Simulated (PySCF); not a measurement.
# W(3+): interval between two levels with spin-orbit coupling

Each state of tungsten is computed at each level; their differences give the interval between two levels. How far do the methods differ?

The numbers are computed with PySCF 2.14.0 (two-component X2C-1e, generalised determinants), except any that are marked as measured or tabulated.

**1. The system**

| Item | Value |
| --- | --- |
| Element | tungsten (Z = 74) |
| Basis | x2c-TZVPall-2c with one added diffuse shell each of s, p, d type (12s12p11d2f, 117 functions) |
| Hamiltonian | two-component X2C-1e, Gaussian nucleus, no Breit or QED terms; spin-orbit coupling, run by run: screened by Boettger's factors |
| Core shells frozen in the correlated runs | [Kr] 4d10 4f14 (for W(3+)) |
| State 1 | W(3+) 4f14 5d2 6p1 4G11/2: [Xe] 4f14 5d2 6p1; 5d5/2 filled at m_j = +3/2, +5/2; 6p3/2 filled at m_j = +3/2 |
| Needed too, but not shown | W(3+) [Xe] 4f14 5d3 (4F) |
| Methods | GHF, GMP2 |

Outer shells as boxes (Hund's rule):

W3+ [Xe] 4f14 5d2 6p1
```
[Xe] core
4f [↑↓][↑↓][↑↓][↑↓][↑↓][↑↓][↑↓]
5d [↑ ][↑ ][  ][  ][  ]
6p [↑ ][  ][  ]
```

A driver program built on PySCF's X2C-1e integrals ran all steps in one process from the settings above; there is no separate input file.

It was started by

```console
$ OMP_NUM_THREADS=1 python sorun2.py TASK.json OUT
```

The integrals over 117 functions and the set-up took 11 s of CPU time.

**2. W(3+) 4f14 5d2 6p1 4G11/2: the ladder of methods**

**GHF (screened spin-orbit)**

What it wrote:

```text
cycle= 1 E= -16147.3574371160  delta_E= -1.61e+04  |FDS-SDF|= 0.0886
cycle= 2 E= -16147.3952656346  delta_E= -0.0378  |FDS-SDF|= 0.00883
cycle= 3 E= -16147.4007071616  delta_E= -0.00544  |FDS-SDF|= 0.0064
cycle= 4 E= -16147.4034702880  delta_E= -0.00276  |FDS-SDF|= 0.00524
cycle= 5 E= -16147.4088529406  delta_E= -0.00538  |FDS-SDF|= 0.00444
cycle= 6 E= -16147.4177746305  delta_E= -0.00892  |FDS-SDF|= 0.00226
cycle= 7 E= -16147.4189091445  delta_E= -0.00113  |FDS-SDF|= 0.00101
cycle= 8 E= -16147.4193171461  delta_E= -0.000408  |FDS-SDF|= 0.000469
cycle= 9 E= -16147.4193244069  delta_E= -7.26e-06  |FDS-SDF|= 0.00016
cycle= 10 E= -16147.4193255163  delta_E= -1.11e-06  |FDS-SDF|= 4.09e-06
cycle= 11 E= -16147.4193255170  delta_E= -7.15e-10  |FDS-SDF|= 5.26e-07
```

It took 16 s on 1 thread of Neoverse-V2, shared host, the integrals not counted.

Occupied spinors:

```csv
spinor shell,electrons,mean energy (eV),weight of the nominal j,rms radius (bohr)
1s1/2,2,-69914.3,1.000,0.0208
2s1/2,2,-12235.0,1.000,0.0838
2p1/2,2,-11680.4,1.000,0.0713
2p3/2,4,-10322.1,1.000,0.0787
3s1/2,2,-2906.3,1.000,0.214
3p1/2,2,-2659.7,1.000,0.206
3p3/2,4,-2361.0,1.000,0.221
3d3/2,4,-1950.5,1.000,0.195
3d5/2,6,-1886.1,1.000,0.199
4s1/2,2,-659.43,1.000,0.478
4p1/2,2,-555.83,1.000,0.487
4p3/2,4,-485.97,1.000,0.519
4d3/2,4,-315.23,1.000,0.544
4d5/2,6,-302.11,1.000,0.556
5s1/2,2,-127.93,1.000,1.14
5p1/2,2,-93.346,0.984,1.24
5p3/2,4,-83.210,0.973,1.33
4f5/2,6,-85.912,0.980,0.671
4f7/2,8,-83.785,0.987,0.669
5d5/2,2,-41.815,0.819,1.84
6p3/2,1,-25.034,1.000,3.44
```

M_J = 11/2, ⟨J²⟩ = 35.757, ⟨L²⟩ = 20.451, ⟨S²⟩ = 3.772. Rows whose weight is well below 1 mix j = l ± 1/2: exchange competes with spin-orbit coupling there.

**GMP2 (screened spin-orbit)**

No log was kept for this step.

It took 0.67 s on 1 thread of Neoverse-V2, shared host, the integrals not counted.

With 11 electrons correlated and 34 very high virtual spinors dropped, the MP2 correlation energy is -0.16241 hartree. Largest pairs: 5p1/2-5p3/2 -0.0375, 5p3/2-5p3/2 -0.0339, 5d5/2-5p3/2 -0.0244, 5d5/2-5p1/2 -0.0106, 5p1/2-5p1/2 -0.0103.

**3. The energy differences**

Interval between two levels: W(3+) [Xe] 4f14 5d3 [5d5/2^3, M_J = 9/2] → W(3+) [Xe] 4f14 5d2 6p1 [5d5/2^2 6p3/2^1, M_J = 11/2].

```csv
method,value (eV)
GHF (screened spin-orbit),12.215
GMP2 (screened spin-orbit),12.101
```

The differences also use runs on W(3+) [Xe] 4f14 5d3 (4F), which are not shown here.

**4. Summary of results**

| quantity | value |
| --- | --- |
| interval between two levels, W(3+) → 4f14 5d2 6p1 4G11/2 | GHF (screened spin-orbit) 12.215, GMP2 (screened spin-orbit) 12.101 eV |

What this shows: The methods span 0.114 eV, from GMP2 (screened spin-orbit) (12.101) to GHF (screened spin-orbit) (12.215). No reference value is at hand in this session. All values hold for this basis alone; no basis-set limit was taken.
